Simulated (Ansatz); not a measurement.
**CH₄BGaO: up Jacob's ladder to CCSD(T)**

Aim: compute CH₄BGaO with functionals from several rungs and with coupled cluster, and see how far each lands from CCSD(T) at the basis-set limit for the atomisation energy.

Program: Ansatz 0.2.0, Gaussian basis. Level of theory: functionals in def2-TZVPP, the program's frozen cores in correlated methods. These are calculated values, not measurements.

Plan: LDA (SPW92), PBE-D4, revPBE-D4, BLYP-D4, r2SCAN-D4, B97M-V, PBE0-D4, B3LYP-D4, r2SCANh-D4, r2SCAN0-D4, HSE06-D4, BHLYP-D4, CAM-B3LYP-D4, LC-ωPBE, ωB97X-V, ωB97M-V, B2PLYP, PBE-QIDH; CCSD(T)/def2-SVP; CCSD(T)/def2-TZVPP; MP2/def2-QZVPP; extrapolation to the limit; RPA on PBE.

### 1 The relaxed structure

The geometry comes from an earlier relaxation with PBE0-D4 in a triple-zeta def2 set; it is a stationary point, not always the lowest conformer.

8 atoms, charge 0, spin multiplicity 1.

Atoms are counted from 1 here; the program's logs count them from 0.

Bond lengths: Ga1–C2 1.952 Å, Ga1–H5 1.566 Å, Ga1–H6 1.568 Å, C2–B3 1.521 Å, C2–O4 1.536 Å, C2–H7 1.091 Å, B3–O4 1.321 Å, B3–H8 1.184 Å. Angles: C2–Ga1–H5 119.1°, C2–Ga1–H6 118.4°, H5–Ga1–H6 122.4°, Ga1–C2–B3 124.0°, Ga1–C2–O4 117.2°, Ga1–C2–H7 118.8°, B3–C2–O4 51.2°, B3–C2–H7 115.3°, O4–C2–H7 110.3°, C2–B3–O4 65.0°, C2–B3–H8 157.1°, O4–B3–H8 137.9°, C2–O4–B3 63.8°.

### 2 LDA

This LDA is Slater exchange with PW92 correlation.

in.yaml reads:

```yaml
crystal:
  periodic: [false, false, false]
  atoms:
    - {symbol: Ga, position_ang: [-0.822735, 1.189067, -0.479800]}
    - {symbol: C, position_ang: [0.503669, 0.048890, 0.386567]}
    - {symbol: B, position_ang: [0.461415, -1.471307, 0.366884]}
    - {symbol: O, position_ang: [1.285884, -0.924521, -0.508635]}
    - {symbol: H, position_ang: [-1.282451, 0.848954, -1.937663]}
    - {symbol: H, position_ang: [-1.433141, 2.379400, 0.338867]}
    - {symbol: H, position_ang: [1.163046, 0.486837, 1.137039]}
    - {symbol: H, position_ang: [0.124303, -2.557330, 0.696741]}
basis:
  gaussian: {orbitals: def2-TZVPP}
hamiltonian: {xc: lda}
output: {orbitals: {seedname: orbitals}}
```

Run with:

```bash
$ ansatz run in.yaml --threads 2 --pin off --events-out ev --progress --plain --max-ram 4352MiB
```

The runs that follow: PBE-D4 (GGA); revPBE-D4 (GGA); BLYP-D4 (GGA); r2SCAN-D4 (meta-GGA); B97M-V (meta-GGA); B3LYP-D4 (hybrid); r2SCANh-D4 (hybrid); r2SCAN0-D4 (hybrid); HSE06-D4 (hybrid); BHLYP-D4 (hybrid); CAM-B3LYP-D4 (range-separated); LC-ωPBE (range-separated); ωB97X-V (range-separated); ωB97M-V (range-separated); B2PLYP (double hybrid); PBE-QIDH (double hybrid); CCSD(T) in def2-SVP; CCSD(T) in def2-TZVPP; MP2 in def2-QZVPP; RPA on PBE orbitals.

Q: Predict the results of all the runs planned. Wanted: atomisation energy, CCSD(T)/CBS; farthest beyond LDA; mean size of error, GGA; mean size of error, meta-GGA; mean size of error, hybrid; mean size of error, range-separated; mean size of error, double hybrid; gap, smallest and largest; T1 diagnostic.

The runs gave:

| quantity | value |
| --- | --- |
| atomisation energy, CCSD(T)/CBS | 28.189 eV |
| functionals within 0.282 eV (1.0 %) | revPBE-D4, BLYP-D4, PBE0-D4, B3LYP-D4, r2SCANh-D4, r2SCAN0-D4, HSE06-D4, CAM-B3LYP-D4, LC-ωPBE, ωB97X-V, ωB97M-V, B2PLYP, PBE-QIDH |
| farthest beyond LDA | BHLYP-D4 (-1.010 eV) |
| mean size of error, GGA | 0.287 eV |
| mean size of error, meta-GGA | 0.348 eV |
| mean size of error, hybrid | 0.278 eV |
| mean size of error, range-separated | 0.181 eV |
| mean size of error, double hybrid | 0.131 eV |
| gap, smallest and largest | 3.91 eV (LDA (SPW92)), 10.89 eV (LC-ωPBE) |
| T1 diagnostic | 0.0157 |
| triples share of the correlation energy | 4.2 % |

In words: LDA overbinds by 4.552 eV (16 %). PBE-D4 is off by +0.729 eV. Double hybrids carry the basis error of their MP2 part in triple zeta, and no dispersion term here, so their miss is partly the set-up's. The rungs double hybrid, range-separated, hybrid miss on average by less than the doubt on the reference (0.282 eV), so they tie. Misses under about 0.282 eV are within the doubt on the reference itself, which lacks core-valence correlation, relativity and higher excitations, and its outer-core shells are covered unevenly. Hartree-Fock recovers 72 % of the binding; the rest is correlation. CCSD(T) in def2-SVP is off by -1.344 eV, so the small basis spoils what the method gains. The gap grows from 3.9 to 10.9 eV across the functionals, mostly with the share of exact exchange. Correlated methods include outer-core shells of Ga, which these sets cover unevenly.
